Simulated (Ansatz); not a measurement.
# CsTl: the cost of one run

Method: DFT PBE, scalar-relativistic, plane waves, PAW, in Ansatz 0.2.0.

**1. The system as given**

The structure is hexagonal, space group P6_3mc (No. 186). The conventional cell has a = 4.908 Å, b = 4.908 Å, c = 7.860 Å, α = 90.00°, β = 90.00°, γ = 120.00°. Around Cs (site symmetry 3m) lie 4 Tl at 2.98 to 3.00 Å. Tl (site symmetry 3m) is surrounded by 4 Cs at 2.98 to 3.00 Å.

As a file:

```xyz
4
Lattice="4.9082 0.0000 0.0000 -2.4541 4.2506 0.0000 0.0000 0.0000 7.8603" Properties=species:S:1:pos:R:3 pbc="T T T"
Cs    0.0000    2.8337    0.0000
Cs    2.4541    1.4169    3.9301
Tl    0.0000    2.8337    3.0034
Tl    2.4541    1.4169    6.9336
```

This is candidate A: wurtzite type (P6_3mc, No. 186).

(A quick probe on a coarse mesh, which set the mesh and smearing, is not shown.)

**3. A loose first relaxation (candidate A)**

input.yaml reads:

```yaml
crystal:
  lattice:
    - [4.9081796591, 0.0, 0.0]
    - [-2.4540898295, 4.250608271, 0.0]
    - [0.0, 0.0, 7.8602804642]
  atoms:
    - { symbol: Cs, position: [0.3333333333, 0.6666666667, 0.0] }
    - { symbol: Cs, position: [0.6666666667, 0.3333333333, 0.5] }
    - { symbol: Tl, position: [0.3333333333, 0.6666666667, 0.3821] }
    - { symbol: Tl, position: [0.6666666667, 0.3333333333, 0.8821] }
basis:
  ecutwfc: 420
kpoints:
  mp_grid: { grid: [6, 6, 2] }
hamiltonian:
  xc: pbe
scf:
  occupations: { method: gaussian, width: 0.1 }
  lower_state_search: "off"
output:
  forces: true
  stress: true
  eigenvalues: true
relax:
  adjacent_minimum: "off"
  f_tol: 0.04
  max_steps: 70
  cell: { stress_tol: 0.4 }
```

Command:

```
ansatz run input.yaml --threads 1 --pin off --max-ram 2560MiB --backend cpu --events-out ev --progress --plain --runs-dir out
```

What time and memory should one allow on 1 thread of Arm Neoverse V1, shared host?

About 3.5 min, with a peak of 0.46 GiB.
